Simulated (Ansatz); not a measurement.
# AlH₆NSeSi: up Jacob's ladder to CCSD(T)

An exercise on one series of results from a longer session: the logs are not shown, and one member is left open.

The runs use Ansatz 0.2.0, Gaussian basis; functionals in def2-TZVPP, the program's frozen cores in correlated methods.

Plan: PBE-D4, r2SCAN-D4, PBE0-D4, B3LYP-D4, ωB97X-V, ωB97M-V, B2PLYP; CCSD(T)/def2-TZVPP; MP2/def2-QZVPP; extrapolation to the limit.

### The relaxed structure

The geometry comes from an earlier relaxation with PBE0-D4 in a triple-zeta def2 set; it is a stationary point, not always the lowest conformer.

10 atoms, charge 0, spin multiplicity 1.

Atoms are counted from 1 here; the program's logs count them from 0.

Bond lengths: N1–Si2 1.701 Å, N1–H5 1.007 Å, N1–H6 1.006 Å, Si2–Al3 2.409 Å, Si2–Se4 2.551 Å, Si2–H7 1.488 Å, Al3–Se4 2.574 Å, Al3–H8 1.587 Å, Al3–H9 1.584 Å, Se4–H10 1.469 Å. Angles: Si2–N1–H5 123.5°, Si2–N1–H6 121.3°, H5–N1–H6 112.6°, N1–Si2–Al3 125.6°, N1–Si2–Se4 111.7°, N1–Si2–H7 106.6°, Al3–Si2–Se4 62.4°, Al3–Si2–H7 127.7°, Se4–Si2–H7 97.9°, Si2–Al3–Se4 61.5°, Si2–Al3–H8 113.1°, Si2–Al3–H9 118.8°, Se4–Al3–H8 105.9°, Se4–Al3–H9 111.0°, H8–Al3–H9 125.9°, Si2–Se4–Al3 56.1°, Si2–Se4–H10 91.3°, Al3–Se4–H10 94.2°.

Set-up of the first run:

The input, in.yaml:

```yaml
crystal:
  periodic: [false, false, false]
  atoms:
    - {symbol: N, position_ang: [-1.827880, 0.908878, -0.267244]}
    - {symbol: Si, position_ang: [-0.357746, 0.515730, 0.491658]}
    - {symbol: Al, position_ang: [0.738403, -1.627584, 0.399216]}
    - {symbol: Se, position_ang: [1.530157, 0.228020, -1.199511]}
    - {symbol: H, position_ang: [-2.047448, 1.829921, -0.609227]}
    - {symbol: H, position_ang: [-2.415436, 0.197532, -0.668524]}
    - {symbol: H, position_ang: [0.134184, 1.762812, 1.137451]}
    - {symbol: H, position_ang: [-0.031886, -2.681890, -0.503679]}
    - {symbol: H, position_ang: [1.851936, -1.962308, 1.474239]}
    - {symbol: H, position_ang: [2.508816, 0.777488, -0.251379]}
basis:
  gaussian: {orbitals: def2-TZVPP}
hamiltonian: {xc: pbe, dispersion: d4}
output: {forces: true, orbitals: {seedname: orbitals}}
```

The run is started by

```sh
$ ansatz run in.yaml --threads 4 --pin off --events-out ev --progress --plain --max-ram 10444MiB
```

Among the steps run: PBE-D4 (GGA); r2SCAN-D4 (meta-GGA); PBE0-D4 (hybrid); B3LYP-D4 (hybrid); ωB97X-V (range-separated); ωB97M-V (range-separated); B2PLYP (double hybrid); CCSD(T) in def2-TZVPP; MP2 in def2-QZVPP.

One table of the session follows, with a row left open; its other results are not shown here.

```
            method  atomisation energy (eV)
            PBE-D4                   30.196
         r2SCAN-D4                   30.087
           PBE0-D4                   29.800
          B3LYP-D4                   30.015
           ωB97X-V                        ?
           ωB97M-V                   30.057
            B2PLYP                   29.495
     HF/def2-TZVPP                   20.992
    MP2/def2-TZVPP                   29.156
   CCSD/def2-TZVPP                   28.692
CCSD(T)/def2-TZVPP                   29.147
           MP2/CBS                   30.183
       CCSD(T)/CBS                   30.174
```

Q: Estimate the row for ωB97X-V from the others.

The run gave: atomisation energy (eV): 30.283. In the column «atomisation energy (eV)» it is the highest.

Limits of these values: Free atoms (1 N, 1 Si, 1 Al, 1 Se, 6 H) were run apart at each level; the atomisation energy is their sum less the molecule, without zero-point or spin-orbit terms.
